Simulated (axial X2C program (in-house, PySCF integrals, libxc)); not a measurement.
# A two-component session on SnAs: EOM-EA-CCSD levels

Aim: EOM-EA-CCSD levels of SnAs, with spin–orbit coupling in the Hamiltonian from the start.

Computed with an in-house X2C program for linear molecules on PySCF integrals. Level: two-component X2C with atomic mean-field terms, Sn dyall-acv3z, As dyall-acv3z.

All values are calculated.

**1. The job**

Input file task.json:

```json
{"zs": [50, 33], "q": 0, "bas": ["dyall-acv3z", "dyall-acv3z"], "r0": 2.61, "eom": "ea", "thr": -2.0, "nmax": 92, "grid": [1, 0.96, 1.045, 0.92, 1.09, 1.15]}
```

Keys: zs atomic numbers; q charge; bas basis sets; r0 starting distance in Å; eom kind of EOM run; thr threshold in hartree for freezing inner shells (an s shell follows its p shell); nmax most natural virtual spinors; grid distances as factors.

Run with:

```sh
python soeom.py task.json out
```

After this run come: EOM-EA-CCSD at 2.440 Å.

Before running it: what results should come out? Wanted: next root led by one particle; T1 of the reference; lowest state, Re and ωe.

As calculated:

| quantity | value |
| --- | --- |
| lowest root at 2.440 Å | Ω = 3/2, 7.925 eV |
| next root led by one particle | Ω = 1/2, about 14540 cm⁻¹ higher |
| T1 of the reference | 0.013 |
| lowest state, Re and ωe | 2.440 Å, 287.4 cm⁻¹ |

The added electron is bound by 7.92 eV in a spinor of 56% As pπ, 33% Sn pπ. Errors of 0.1 to 0.3 eV are usual at this size, and roots led by higher excitations are left out, so the list is incomplete, and low states of that kind can be missing. T1 or the largest double amplitude of the reference is raised, which lowers the reliability.
